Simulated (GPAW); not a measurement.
Runs of GPAW 26.7.0 on Ba2Tl5V3O12. It takes space group R-3m (No. 166, trigonal). The conventional cell has a = 8.474 Å, b = 8.474 Å, c = 18.385 Å, α = 90.00°, β = 90.00°, γ = 120.00°. Around Ba (site symmetry -3m) lie 12 O at 3.23 Å. Ba (site symmetry -3m) has 12 O at 3.22 Å as nearest neighbours. V (site symmetry 2/m) has 4 O at 1.82 Å as nearest neighbours. Around Tl (site symmetry 2/m) lie 4 O at 2.36 Å. Around Tl (site symmetry 3m) lie 3 V at 2.80 Å and 6 O at 2.84 Å and 3 Tl at 2.98 Å. O (site symmetry 1) has 1 V at 1.82 Å as nearest neighbours. The cell was built by a generator and needn't be a form met in nature.

```tsv
task	level	potentials or basis	spin	k mesh	ranks	band path	band points	k mesh for the DOS	dos width	mesh quality	gap on the mesh (eV)	pressure (GPa)	moment (μB)	largest force (eV/Å)
electrostatic potential	PBE	GPAW PAW data sets (gpaw-data 1.2.1), pw	collinear, ferromagnetic start	3 × 3 × 3	8	-	-	-	-	not flagged	none	0.4	1.17	0.28
single point	PBE	GPAW PAW data sets (gpaw-data 1.2.1), pw	collinear, antiferromagnetic start	3 × 3 × 3	8	-	-	-	-	not flagged	none	0.4	1.17	0.28
band structure	revPBE	the program's PAW data sets (release 1.2.1) made for this functional, pw	collinear, ferromagnetic start	3 × 3 × 3	8	GLB1,BZGX,QFP1Z,LP	100	-	-	not flagged	-	(a)	1.22	0.48
single point	PBE+D4	GPAW PAW data sets (gpaw-data 1.2.1), pw	collinear, ferromagnetic start	2 × 2 × 2	-	-	-	-	-	coarse	none	-1.5	(b)	0.30
density of states	PBE	GPAW PAW data sets (gpaw-data 1.2.1), pw	collinear, ferromagnetic start	3 × 3 × 3	8	-	-	4 × 4 × 4	0.2 eV	not flagged	none	0.4	1.17	0.28
```

Alike in all rows: cell as given; cutoff (eV) 800; smearing fermi-dirac 0.05 eV.

Task: Fill in the values left out.

Result: (a) 3.0; (b) 1.45.

Caveats: some runs use coarse meshes; semilocal functionals often make such compounds metallic where correlation or magnetic order opens a gap, which also shifts bond lengths; spin-orbit coupling is left out, which moves the levels of the heavy elements (some runs); pairwise dispersion overbinds metals, which lowers pressure and volume (some runs).

A k mesh can miss the band edges, and the runs leave out spin-orbit coupling on Ba, Tl.

A gap of «none» marks a metal or a gap under the smearing width.
